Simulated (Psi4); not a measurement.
# B3LYP/6-311+G(d,p) (density fitting, sweep point 4) run of CH5AlClN (SMILES C[NH][AlH][Cl])

Aim: energy and forces of CH5AlClN. The job is set up through a Python script.

Program for the calculation: Psi4 1.11.

7 further runs of the same task are left out: 1 that didn't finish, 6 set aside as unsound or not needed.

## Step 1: The structure to begin with

The species is CH5AlClN (9 atoms), meant as a singlet with charge 0. SMILES: `C[NH][AlH][Cl]`. Geometry: relaxed at PBE0-D4/def2-TZVP. This is one conformer, not always the lowest.

Bond lengths: C1–N2 1.449 Å, N2–Al3 1.758 Å, Al3–Cl4 2.100 Å, C1–H5 1.096 Å, C1–H6 1.096 Å, C1–H7 1.092 Å, N2–H8 1.010 Å, Al3–H9 1.571 Å. Some angles: C1–N2–Al3 129.6°, N2–Al3–Cl4 117.6°, C1–N2–H8 112.1°, Al3–N2–H8 118.3°, N2–C1–H5 112.1°, N2–C1–H6 112.1°, N2–C1–H7 109.8°, N2–Al3–H9 121.4°, Cl4–Al3–H9 121.0°, H5–C1–H6 107.8°.

## Step 2: Energy and gradient at B3LYP/6-311+G(d,p) (density fitting, sweep point 4)

Input file run.py:

```python
import psi4

psi4.set_memory(1600000000)
psi4.set_num_threads(1)
psi4.core.set_output_file('psi4.out', False)

m = psi4.geometry("""
0 1
C      0.028900     0.778500    -1.025000
N      0.123600    -0.496400    -0.343900
Al    -0.042100    -0.867100     1.366100
Cl    -0.436800     0.728800     2.673300
H      0.959000     1.039800    -1.542200
H     -0.780900     0.792500    -1.763200
H     -0.175600     1.570200    -0.301800
H      0.313300    -1.255600    -0.982100
H      0.099100    -2.337000     1.901900
symmetry c1
""")

psi4.set_options({
    'basis': '6-311+G**',
    'scf_type': 'df',
    'scf_initial_accelerator': 'ediis',
})

e = psi4.gradient("b3lyp", molecule=m)
print('gradient / Eh bohr^-1')
print(e.np.round(6))
```

The run is started by

```
$ python run.py
```

What values should one expect? Wanted: total energy; dipole moment; HOMO energy; LUMO energy; HOMO–LUMO gap; largest force on an atom.

Answer, from the run:

Level: B3LYP/6-311+G** (density fitting, sweep point 4).

```
                quantity          value
            total energy  -798.67734 Eh
           dipole moment         2.43 D
             HOMO energy       -6.94 eV
             LUMO energy       -0.82 eV
           HOMO–LUMO gap        6.12 eV
largest force on an atom     0.491 eV/Å
```

The largest force is 0.49 eV/Å: the shape isn't a stationary point for this species at this level.
